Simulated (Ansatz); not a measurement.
# Ca16HF: the cost of one run

All numbers below are computed with Ansatz 0.2.0 (DFT PBE+D3(BJ), plane waves, PAW, scalar-relativistic, no spin polarisation).

## Step 1: The system as given

The cell holds 18 atoms (Ca16FH): a = 11.160 Å, b = 7.891 Å, c = 16.918 Å, α = 90.00°, β = 90.00°, γ = 90.00°.

The coordinates stand in the first input below.

## Step 2: Relaxing the start

input.yaml

```yaml
crystal:
  lattice:
    - [11.16, 0.0, 0.0]
    - [0.0, 7.891312, 0.0]
    - [0.0, 0.0, 16.918484]
  atoms:
    - { symbol: Ca, position: [0.25, 0.25, 0.059107] }
    - { symbol: Ca, position: [0.75, 0.25, 0.059107] }
    - { symbol: Ca, position: [0.25, 0.75, 0.059107] }
    - { symbol: Ca, position: [0.75, 0.75, 0.059107] }
    - { symbol: Ca, position: [0.0, 0.0, 0.1757148] }
    - { symbol: Ca, position: [0.5, 0.0, 0.1757148] }
    - { symbol: Ca, position: [0.0, 0.5, 0.1757148] }
    - { symbol: Ca, position: [0.5, 0.5, 0.1757148] }
    - { symbol: Ca, position: [0.25, 0.25, 0.2923226] }
    - { symbol: Ca, position: [0.75, 0.25, 0.2923226] }
    - { symbol: Ca, position: [0.25, 0.75, 0.2923226] }
    - { symbol: Ca, position: [0.75, 0.75, 0.2923226] }
    - { symbol: Ca, position: [0.0, 0.0, 0.4089305] }
    - { symbol: Ca, position: [0.5, 0.0, 0.4089305] }
    - { symbol: Ca, position: [0.0, 0.5, 0.4089305] }
    - { symbol: Ca, position: [0.5, 0.5, 0.4089305] }
    - { symbol: F, position: [0.1697407, 0.6629566, 0.5555157] }
    - { symbol: H, position: [0.0990703, 0.6227871, 0.5791585] }
basis:
  ecutwfc: 420.0
kpoints:
  mp_grid: { grid: [2, 2, 1] }
hamiltonian:
  xc: pbe
  dispersion: d3bj
scf:
  occupations: { method: fermi_dirac, width: 0.05 }
  lower_state_search: "off"
relax:
  f_tol: 0.08
  max_steps: 25
  adjacent_minimum: "off"
  constraints: [{ sites: [0, 1, 2, 3] }]
output:
  write_density: true
  write_potential: true
  elf: true
  volumetric_format: npy
```

Launch:

```sh
ansatz run input.yaml --threads 4 --pin off --max-ram 10240MiB --backend cpu --events-out ev --progress --plain --runs-dir out
```

Q: Estimate wall time and peak memory on 4 threads of INTEL XEON PLATINUM 8581C at 2.10GHz (Emerald Rapids), shared host.

About 2.6 min, with a peak of 2.9 GiB.
